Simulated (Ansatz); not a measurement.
**AsSe3: from a guess to a relaxed structure**

The task: take a trial cell of AsSe3 to zero force and stress.

Method: DFT PBE, scalar-relativistic, plane waves, PAW, in Ansatz 0.2.0.

**1. The structure to begin with**

The structure is hexagonal, space group P6_3/mmc (No. 194). The conventional cell has a = 6.619 Å, b = 6.619 Å, c = 5.370 Å, α = 90.00°, β = 90.00°, γ = 120.00°. As (site symmetry -6m2) has 12 Se at 3.28 to 3.31 Å as nearest neighbours. Se (site symmetry mm2) has 8 Se at 3.27 to 3.35 Å and 4 As at 3.28 to 3.31 Å as nearest neighbours.

Coordinates:

```cif
data_structure
_symmetry_space_group_name_H-M 'P6_3/mmc'
_symmetry_Int_Tables_number 194
_cell_length_a 6.6188
_cell_length_b 6.6188
_cell_length_c 5.3702
_cell_angle_alpha 90.000
_cell_angle_beta 90.000
_cell_angle_gamma 120.000
_cell_volume 203.74
loop_
_atom_site_label
_atom_site_type_symbol
_atom_site_symmetry_multiplicity
_atom_site_Wyckoff_symbol
_atom_site_fract_x
_atom_site_fract_y
_atom_site_fract_z
_atom_site_occupancy
As1 As 2 d 0.33333 0.66667 0.75000 1
Se1 Se 6 h 0.16860 0.33721 0.25000 1
```

A structure generator made this guess: species swapped into a database cell of Zn3Rh (P6_3/mmc, No. 194), with Se on the Zn sites and As on the Rh sites. Its size is a rough estimate.

**2. Probe: one point on a coarse mesh**

input.yaml reads:

```yaml
crystal:
  lattice:
    - [6.61884351, 0.0, 0.0]
    - [-3.30942176, 5.73208662, 0.0]
    - [0.0, 0.0, 5.37019787]
  atoms:
    - { symbol: As, position: [0.33333333, 0.66666667, 0.75] }
    - { symbol: As, position: [0.66666667, 0.33333333, 0.25] }
    - { symbol: Se, position: [0.1686046, 0.33720919, 0.25] }
    - { symbol: Se, position: [0.66279081, 0.8313954, 0.25] }
    - { symbol: Se, position: [0.1686046, 0.8313954, 0.25] }
    - { symbol: Se, position: [0.8313954, 0.66279081, 0.75] }
    - { symbol: Se, position: [0.33720919, 0.1686046, 0.75] }
    - { symbol: Se, position: [0.8313954, 0.1686046, 0.75] }
basis:
  ecutwfc: 420
kpoints:
  mp_grid: { grid: [3, 3, 4] }
hamiltonian:
  xc: pbe
scf:
  occupations: { method: gaussian, width: 0.1 }
  lower_state_search: "off"
output:
  forces: true
  stress: true
  eigenvalues: true
```

The run is started by

```
> ansatz run input.yaml --threads 1 --pin off --max-ram 2560MiB --backend cpu --events-out ev --progress --plain --runs-dir out
```

Further runs follow: coarse relaxation; relaxation on the finer mesh.

Before running it: what results should come out? Wanted: conventional cell; volume; energy over the elements; gap on the mesh.

**Answer**, as computed:

| quantity | value |
| --- | --- |
| symmetry at the end (tolerance 0.05 Å) | space group P6_3/mmc (No. 194) |
| conventional cell | a = 7.484 Å, b = 7.484 Å, c = 3.730 Å, α = 90.00°, β = 90.00°, γ = 120.00° |
| volume | 22.62 Å³/atom |
| energy over the elements | +0.28 eV/atom |
| gap on the mesh | none (metal) |

What this shows: The space group P6_3/mmc (No. 194) is kept, and the volume per atom shrinks by 11.2 % from the first guess. With a positive formation energy it can't be a ground state. No finished test with a distortion of lower symmetry is shown, so the end may be a saddle point.
